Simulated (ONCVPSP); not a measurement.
# Ga: the cost of one run

The numbers are computed with ONCVPSP 4.0.1.1 (patched build) (PBE, scalar-relativistic, spin-unpolarised reference atom).

## 1. The atom and the settings

Typed settings, in words:

```
element                 : gallium (Ga, Z = 31)
type                    : optimised norm-conserving Vanderbilt (ONCV)
frozen core             : [Ne]
valence charge          : 21
reference configuration : 3s2 3p6 3d10 4s2 4p1
partial waves           : 3s+4s: rc 0.85 bohr, ncon 4, nbas 8, qcut 14.6 1/bohr, 2 projectors; 3p+4p: rc 1.15 bohr, ncon 4, nbas 7, qcut 13.3 1/bohr, 2 projectors; 3d: rc 1.20 bohr, ncon 4, nbas 9, qcut 11.8 1/bohr, 2 projectors, debl 2.7 Ha; f scattering state at 0.44 Ha: rc 0.95 bohr, ncon 4, nbas 7, qcut 10 1/bohr, 2 projectors, debl 2.8 Ha
local potential         : polynomial inside 0.65 bohr (lpopt 5, dvloc0 -1 Ha)
core correction         : not asked for
```

The outer shells as boxes (Hund's rule for the drawing; the calculation is spin-unpolarised):

```
[Ne] core
3s [↑↓]
3p [↑↓][↑↓][↑↓]
3d [↑↓][↑↓][↑↓][↑↓][↑↓]
4s [↑↓]
4p [↑ ][  ][  ]
```

The nodes and maxima of the atom's own shells, from an earlier all-electron run, set the scale for the radii.

All-electron outer shells of the reference configuration (PBE, scalar-relativistic, ld1.x):

```csv
shell,level (eV),outermost node (bohr),outermost maximum (bohr)
2s,-1262.33,0.07,0.18
2p,-1098.84,–,0.15
3s,-148.13,0.27,0.56
3p,-98.86,0.24,0.56
3d,-19.15,–,0.53
4s,-8.95,0.81,1.90
4p,-2.58,0.87,2.53
```

## 2. Generating the potential

Contents of Ga.dat:

```
# ATOM AND REFERENCE CONFIGURATION
# atsym  z   nc   nv     iexc    psfile
  Ga 31.00    3    5        4      upf
#
#   n    l    f
    1    0    2.00
    2    0    2.00
    2    1    6.00
    3    0    2.00
    3    1    6.00
    3    2   10.00
    4    0    2.00
    4    1    1.00
#
# PSEUDOPOTENTIAL AND OPTIMIZATION
# lmax
    3
#
#   l,   rc,      ep,       ncon, nbas, qcut
    0    0.85    0.00    4    8   14.60
    1    1.15    0.00    4    7   13.30
    2    1.20    0.00    4    9   11.80
    3    0.95    0.44    4    7   10.00
#
# LOCAL POTENTIAL
# lloc, lpopt,  rc(5),   dvloc0
    4    5    0.65   -1.00
#
# VANDERBILT-KLEINMAN-BYLANDER PROJECTORs
# l, nproj, debl
    0    2    1.30
    1    2    3.50
    2    2    2.70
    3    2    2.80
#
# MODEL CORE CHARGE
# icmod, fcfact, rcfact
    0    0.00    0.00
#
# LOG DERIVATIVE ANALYSIS
# epsh1, epsh2, depsh
   -7.00    5.00    0.04
#
# OUTPUT GRID
# rlmax, drl
    6.00    0.01
#
# TEST CONFIGURATIONS
# ncnf
    4
# nvcnf
#   n    l    f
    5
    3    0    2.00
    3    1    6.00
    3    2   10.00
    4    0    2.00
    4    1    0.00
#
    5
    3    0    2.00
    3    1    6.00
    3    2   10.00
    4    0    1.00
    4    1    0.00
#
    5
    3    0    2.00
    3    1    6.00
    3    2   10.00
    4    0    0.00
    4    1    0.00
#
    5
    3    0    1.00
    3    1    6.00
    3    2   10.00
    4    0    2.00
    4    1    1.00
#
```

On the command line:

```sh
$ oncvpsp.x < Ga.dat > Ga.out
```

**Question.** How long does this run take on 1 thread of Neoverse-N1, shared host?

About 6.8 s.
